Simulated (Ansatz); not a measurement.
# F2H3NbO3: one species, many methods

One table from this session's results is given with a row withheld; the runs are named, their logs left out.

Program: Ansatz 0.2.0, Gaussian basis. Level of theory: functionals in def2-TZVPP, the program's frozen cores in correlated methods. These are calculated values, not measurements.

Levels to be run: LDA (SPW92), PBE-D4, revPBE-D4, BLYP-D4, r2SCAN-D4, B97M-V, PBE0-D4, B3LYP-D4, r2SCANh-D4, r2SCAN0-D4, HSE06-D4, BHLYP-D4, CAM-B3LYP-D4, LC-ωPBE, ωB97X-V, ωB97M-V, B2PLYP, PBE-QIDH; CCSD(T)/def2-SVP; CCSD(T)/def2-TZVPP; CCSD(T)/def2-QZVPP; extrapolation to the limit; RPA on PBE.

## Structure used throughout

All runs share one geometry, relaxed beforehand with PBE0-D4 in a triple-zeta def2 set. Nb takes the def2 core potential; no spin-orbit term is included.

SMILES `[OH][Nb]([OH])([OH])([F])[F]`, 9 atoms, charge 0, spin multiplicity 1.

Atoms are counted from 1 here; the program's logs count them from 0.

Bond lengths: O1–Nb2 1.874 Å, O1–H7 0.960 Å, Nb2–O3 1.877 Å, Nb2–O4 1.912 Å, Nb2–F5 1.891 Å, Nb2–F6 1.862 Å, O3–H8 0.957 Å, O4–H9 0.963 Å. Angles: Nb2–O1–H7 127.4°, O1–Nb2–O3 97.0°, O1–Nb2–O4 117.6°, O1–Nb2–F5 93.9°, O1–Nb2–F6 115.8°, O3–Nb2–O4 84.4°, O3–Nb2–F5 166.2°, O3–Nb2–F6 93.6°, O4–Nb2–F5 83.1°, O4–Nb2–F6 126.3°, F5–Nb2–F6 89.0°, Nb2–O3–H8 142.0°, Nb2–O4–H9 114.6°.

As a file:

```mol
F2H3NbO3
  3D, bonds by distance, orders not assigned

  9  8  0  0  0  0  0  0  0  0999 V2000
    1.8437    0.0585    0.3290 O   0  0
    0.0276    0.4202    0.0400 Nb  0  0
   -0.6530   -0.8087    1.2853 O   0  0
   -0.8962   -0.6537   -1.2446 O   0  0
    0.3527    1.5287   -1.4575 F   0  0
   -0.6600    1.8965    0.9436 F   0  0
    2.2203   -0.6444    0.8627 H   0  0
   -1.2717   -1.5338    1.3679 H   0  0
   -0.8747   -0.3095   -2.1435 H   0  0
  1  2  8  0
  2  3  8  0
  2  4  8  0
  2  5  8  0
  2  6  8  0
  1  7  8  0
  3  8  8  0
  4  9  8  0
M  END
```

The first run:

Input file in.yaml:

```yaml
crystal:
  periodic: [false, false, false]
  atoms:
    - {symbol: O, position_ang: [1.843667, 0.058480, 0.329021]}
    - {symbol: Nb, position_ang: [0.027609, 0.420208, 0.039989]}
    - {symbol: O, position_ang: [-0.653026, -0.808743, 1.285335]}
    - {symbol: O, position_ang: [-0.896222, -0.653699, -1.244623]}
    - {symbol: F, position_ang: [0.352665, 1.528661, -1.457538]}
    - {symbol: F, position_ang: [-0.660034, 1.896477, 0.943639]}
    - {symbol: H, position_ang: [2.220276, -0.644407, 0.862725]}
    - {symbol: H, position_ang: [-1.271687, -1.533828, 1.367946]}
    - {symbol: H, position_ang: [-0.874746, -0.309549, -2.143494]}
basis:
  gaussian: {orbitals: def2-TZVPP}
hamiltonian: {xc: lda}
output: {orbitals: {seedname: orbitals}}
```

Steps of the session up to this table: LDA; PBE-D4 (GGA); revPBE-D4 (GGA); BLYP-D4 (GGA); r2SCAN-D4 (meta-GGA); B97M-V (meta-GGA); PBE0-D4 (hybrid); B3LYP-D4 (hybrid); r2SCANh-D4 (hybrid); r2SCAN0-D4 (hybrid); HSE06-D4 (hybrid); BHLYP-D4 (hybrid); CAM-B3LYP-D4 (range-separated); LC-ωPBE (range-separated); ωB97X-V (range-separated); ωB97M-V (range-separated); B2PLYP (double hybrid); PBE-QIDH (double hybrid).

One table of the session follows, with a row left open; its other results are not shown here.

It belongs to the step «Orbital energies across the functionals». 

```
  functional  HOMO (eV)  LUMO (eV)  gap (eV)
 LDA (SPW92)      -8.07      -3.15      4.92
      PBE-D4      -7.83      -2.91      4.92
   revPBE-D4      -7.74      -2.81      4.92
     BLYP-D4      -7.74      -2.84      4.90
   r2SCAN-D4          ?          ?         ?
      B97M-V      -8.31      -2.80      5.51
     PBE0-D4      -9.56      -2.14      7.42
    B3LYP-D4      -9.29      -2.40      6.89
  r2SCANh-D4      -8.89      -2.54      6.36
  r2SCAN0-D4      -9.87      -2.08      7.79
    HSE06-D4      -9.15      -2.52      6.63
    BHLYP-D4     -11.24      -1.22     10.02
CAM-B3LYP-D4     -11.06      -1.04     10.02
     LC-ωPBE     -12.41       0.22     12.63
     ωB97X-V     -12.05       0.11     12.16
     ωB97M-V     -11.99       0.05     12.04
```

**Question.** Estimate the row for r2SCAN-D4.

Worked estimate for «HOMO (eV)». Against the share of exact exchange, r2SCANh-D4 (0.1, -8.89), r2SCAN0-D4 (0.25, -9.87) give a slope of -6.53 per unit share; at 0 the line stands at -8.24.

As computed: HOMO (eV): -8.25; LUMO (eV): -2.83; gap (eV): 5.42. In «HOMO (eV)» the line misses by +0.01.
